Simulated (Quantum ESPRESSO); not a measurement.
## Ru3C in Quantum ESPRESSO: the effect of functional

The system is Ru3C.

```
Ru C
1.0
     3.68320    0.00000    0.00000
     0.00000    3.68320    0.00000
     0.00000    0.00000    3.68320
Ru C
3 1
Direct
  0.00000 0.50000 0.50000
  0.50000 0.00000 0.50000
  0.50000 0.50000 0.00000
  0.00000 0.00000 0.00000
```

The cell was built by a generator and needn't be a form met in nature.

Alike in all runs:

| Quantity | Value |
| --- | --- |
| Program | Quantum ESPRESSO 7.5 |
| Task | phonons |
| Cutoff | 612 eV |
| Density cutoff | 4898 eV |
| k mesh | 5 × 5 × 5 |
| Occupations | cold, width 0.2 eV |
| Spin | no spin polarisation |

Each run relaxes the cell or the atoms first.

Question: One run gave: relaxed volume 13.16 Å³/atom; highest phonon frequency 150 cm⁻¹. Which functional did it use?
A. PBEsol
B. BLYP
C. PBE
D. RPBE
E. vdW-DF-cx

Answer: B.

| functional | potentials or basis | relaxed volume (Å³/atom) | highest phonon frequency (cm⁻¹) |
| --- | --- | --- | --- |
| PBE | GBRV 1.5 PBE | 12.46 | 182 |
| PBEsol | GBRV 1.5 PBEsol | 12.01 | 201 |
| RPBE | GBRV 1.5 PBE | 12.64 | 174 |
| WC | GBRV 1.5 PBE | 12.13 | 197 |
| BLYP | GBRV 1.5 PBE | 13.16 | 150 |
| vdW-DF-cx | GBRV 1.5 PBE | 12.12 | 201 |

Caveats: the mesh is thin for the phonons of a metal; some modes are imaginary; the potentials were made for another functional, which shifts forces and pressure (some runs).
